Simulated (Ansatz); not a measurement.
# Zr: stress in a strained cell

Aim: deform Zr (zz strain of -2 %) and compute stress, forces and field gradients with LAPW, PAW and all-electron datasets made for the crystal.

Program: Ansatz 0.2.0. Level of theory: DFT LDA, scalar-relativistic. These are calculated values, not measurements.

## (1) The starting structure

The structure is hexagonal, space group P6_3/mmc (No. 194). The conventional cell has a = 3.232 Å, b = 3.232 Å, c = 5.147 Å, α = 90.00°, β = 90.00°, γ = 120.00°. Around Zr (site symmetry -6m2) lie 12 Zr at 3.18 to 3.23 Å.

Coordinates:

```
CELL_PARAMETERS angstrom
3.23200 0.00000 0.00000
-1.61600 2.79899 0.00000
0.00000 0.00000 5.14700
ATOMIC_POSITIONS crystal
Zr 0.33333 0.66667 0.25000
Zr 0.66667 0.33333 0.75000
```

Atoms are numbered in the order of the input: Zr1, Zr2.

## (2) After the deformation

Space group P6_3/mmc before, P6_3/mmc after.

## (3) Full-potential LAPW

Contents of input.yaml:

```yaml
crystal:
  lattice:
    - [3.2319982225, 0.0, 0.0]
    - [-1.6159991112, 2.7989925656, 0.0]
    - [0.0, 0.0, 5.04406]
  atoms:
    - { symbol: Zr, position: [0.3333333333, 0.6666666667, 0.25] }
    - { symbol: Zr, position: [0.6666666667, 0.3333333333, 0.75] }
kpoints:
  mp_grid: { grid: [13, 13, 7] }
  band_path:
    path:
      - [0.0, 0.0, 0.0]
      - [0.5, 0.0, 0.0]
      - [0.3333333333, 0.3333333333, 0.0]
      - [0.0, 0.0, 0.0]
      - [0.0, 0.0, 0.5]
      - [0.5, 0.0, 0.5]
      - [0.3333333333, 0.3333333333, 0.5]
      - [0.0, 0.0, 0.5]
      - [0.5, 0.0, 0.5]
    npoints: 5
scf:
  occupations: { method: fermi_dirac, width: 0.03 }
hamiltonian:
  xc: lda
  pseudopotentials: { kind: all_electron, lapw: { basis_error: 0.00025 } }
output:
  forces: true
  stress: true
  eigenvalues: true
```

Command:

```console
ansatz run input.yaml --threads 1 --pin off --max-ram 3072MiB --backend cpu --events-out ev --progress --plain --runs-dir out
```

## (4) PAW on the default files

Contents of input.yaml:

```yaml
crystal:
  lattice:
    - [3.2319982225, 0.0, 0.0]
    - [-1.6159991112, 2.7989925656, 0.0]
    - [0.0, 0.0, 5.04406]
  atoms:
    - { symbol: Zr, position: [0.3333333333, 0.6666666667, 0.25] }
    - { symbol: Zr, position: [0.6666666667, 0.3333333333, 0.75] }
kpoints:
  mp_grid: { grid: [13, 13, 7] }
scf:
  occupations: { method: fermi_dirac, width: 0.03 }
hamiltonian:
  xc: lda
  pseudopotentials: { kind: paw }
output:
  forces: true
  stress: true
  eigenvalues: true
  efg: { contact_densities: true }
```

## (5) Datasets made for this crystal

Edit input.yaml of step 4 so:

```diff
@@ -14,3 +14,3 @@
   xc: lda
-  pseudopotentials: { kind: paw }
+  pseudopotentials: { kind: all_electron, datasets: crystal }
 output:
```

(Steps that only read results are left out.)

What does the calculation give? Wanted: pressure; largest shear or deviatoric stress.

**Answer**, as computed:

| quantity | value |
| --- | --- |
| pressure | LAPW -4.27, PAW -4.29, crystal datasets -4.27 GPa |
| largest shear or deviatoric stress (LAPW) | 1.64 GPa |

The largest part of the stress beyond the pressure is 1.64 GPa in size, in the zz component; the atoms are carried along and not relaxed. No run of the undeformed cell stands beside it, so the pressure holds what the given cell had before the change. PAW: stress within 0.02 GPa of LAPW. Crystal datasets: stress within 0.01 GPa of LAPW.
